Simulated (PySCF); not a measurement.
# CH6AlF2N (SMILES [NH3+][AlH2-][CH](F)F) at MP2/6-31G(d) (spherical functions)

What is the vertical singlet–triplet gap of CH6AlF2N at MP2/6-31G* (spherical functions)? The job is set up through a Python script.

Program for the calculation: PySCF 2.14.0.

## Step 1: The system as given

CH6AlF2N has 11 atoms, charge 0, and is taken as a singlet. SMILES: `[NH3+][AlH2-][CH](F)F`. Geometry: a GFN2-xTB relaxation, a rough one for these elements and not checked as a minimum. This is one conformer, not always the lowest.

Bond lengths: N1–Al2 2.045 Å, Al2–C3 2.062 Å, C3–F4 1.423 Å, C3–F5 1.383 Å, N1–H6 1.021 Å, N1–H7 1.022 Å, N1–H8 1.017 Å, Al2–H9 1.545 Å, Al2–H10 1.544 Å, C3–H11 1.098 Å. Some angles: N1–Al2–C3 91.4°, Al2–C3–F4 81.6°, Al2–C3–F5 115.1°, F4–C3–F5 102.7°, N1–Al2–H9 103.3°, N1–Al2–H10 102.8°, C3–Al2–H9 113.6°, C3–Al2–H10 115.9°, Al2–N1–H6 109.1°, Al2–N1–H7 107.7°.

## Step 2: A single-point energy at MP2/6-31G(d) (spherical functions)

File job.py:

```python
# [NH3+][AlH2-][CH](F)F
from pyscf import gto, mp

system = gto.M(
    atom='''
N   -1.180970   0.283750   0.752160
Al   0.862280   0.259080   0.668560
C    0.826330  -0.282230  -1.320420
F    0.354840  -1.503810  -0.764210
F   -0.269230   0.170790  -2.032860
H   -1.527360  -0.676650   0.732860
H   -1.520620   0.746270  -0.093620
H   -1.588810   0.755250   1.555840
H    1.243990  -0.898560   1.617320
H    1.234330   1.728830   0.959800
H    1.565220  -0.582740  -2.075440
''',
    charge=0,
    basis='6-31g*',
    verbose=3,
    max_memory=1860,
)

mf = system.RHF()
mf.conv_tol = 1e-10
mf.kernel()
if not mf.converged:
    mf = mf.newton().run(mf.mo_coeff, mf.mo_occ)

pt = mp.MP2(mf, frozen=9).run()
e_tot = pt.e_tot
print(f'total energy: {e_tot:.8f} hartree')
```

Started as:

```console
OMP_NUM_THREADS=1 python job.py
```

The log of the run:

```text
converged SCF energy = -536.572471955173
E(RMP2) = -537.266557215986  E_corr = -0.694085260813626
E(SCS-RMP2) = -537.252184614036  E_corr = -0.679712658863433
total energy: -537.26655722 hartree
```

Wall time 2.6 s (1 thread of Arm Neoverse V1, shared host); peak memory 0.2 GiB.

## Step 3: The triplet at the same level

File input.xyz:

```xyz
11
CH6AlF2N
N     -1.180970     0.283750     0.752160
Al     0.862280     0.259080     0.668560
C      0.826330    -0.282230    -1.320420
F      0.354840    -1.503810    -0.764210
F     -0.269230     0.170790    -2.032860
H     -1.527360    -0.676650     0.732860
H     -1.520620     0.746270    -0.093620
H     -1.588810     0.755250     1.555840
H      1.243990    -0.898560     1.617320
H      1.234330     1.728830     0.959800
H      1.565220    -0.582740    -2.075440
```

File input.py:

```python
from pyscf import gto, scf, mp

molecule = gto.M(
    atom='input.xyz',
    verbose=3,
    spin=2,
    basis='6-31g*',
    max_memory=1860,
)

myscf = scf.UHF(molecule)
myscf.conv_tol = 1e-10
myscf.kernel()
if not myscf.converged:
    myscf = myscf.newton().run(myscf.mo_coeff, myscf.mo_occ)

pt = mp.MP2(myscf, frozen=9).run()
e_final = pt.e_tot
print('E = %.10f Eh' % e_final)
```

Started as:

```console
OMP_NUM_THREADS=1 python input.py
```

The log of the run:

```text
WARN: HOMO 0.0509477161374368 >= LUMO -0.243426647454438

WARN: HOMO -0.111866408805407 >= LUMO -0.209846238885056

WARN: HOMO -0.0937080975286668 >= LUMO -0.10831206011248

converged SCF energy = -536.337011199918  <S^2> = 2.0124145  2S+1 = 3.008265
E(UMP2) = -537.03163494289  E_corr = -0.694623742972034
E(SCS-UMP2) = -537.012721284176  E_corr = -0.675710084257699
E = -537.0316349429 Eh
```

It took 4.5 s on 1 thread of Arm Neoverse V1, shared host; peak memory 0.22 GiB.

## Step 4: Results

Level: MP2/6-31G* (spherical functions), 9 core orbitals frozen.

```
                                                           quantity          value
                                              singlet: total energy  -537.26656 Eh
                      singlet: dipole moment (Hartree–Fock density)         3.94 D
                       singlet: HOMO energy (Hartree–Fock orbitals)      -10.30 eV
                       singlet: LUMO energy (Hartree–Fock orbitals)        3.00 eV
                     singlet: HOMO–LUMO gap (Hartree–Fock orbitals)       13.29 eV
               singlet: correlation energy (9 core orbitals frozen)     -694.1 mEh
                                              triplet: total energy  -537.03163 Eh
                      triplet: dipole moment (Hartree–Fock density)         6.85 D
triplet: HOMO energy (Hartree–Fock orbitals) (highest over α and β)       -2.96 eV
 triplet: LUMO energy (Hartree–Fock orbitals) (lowest over α and β)       -1.45 eV
               triplet: correlation energy (9 core orbitals frozen)     -694.6 mEh
                         triplet: ⟨S²⟩ of the reference determinant          2.012
                   vertical energy of the triplet above the singlet       6.393 eV
```

At this shape the triplet lies 6.39 eV (147 kcal/mol) above the singlet. Mulliken charges (singlet) of the mean-field density run from -1.11 on N1 to +0.66 on Al2. Mulliken charges (triplet) of the mean-field density run from -1.07 on N1 to +0.60 on C3; they depend strongly on the basis.
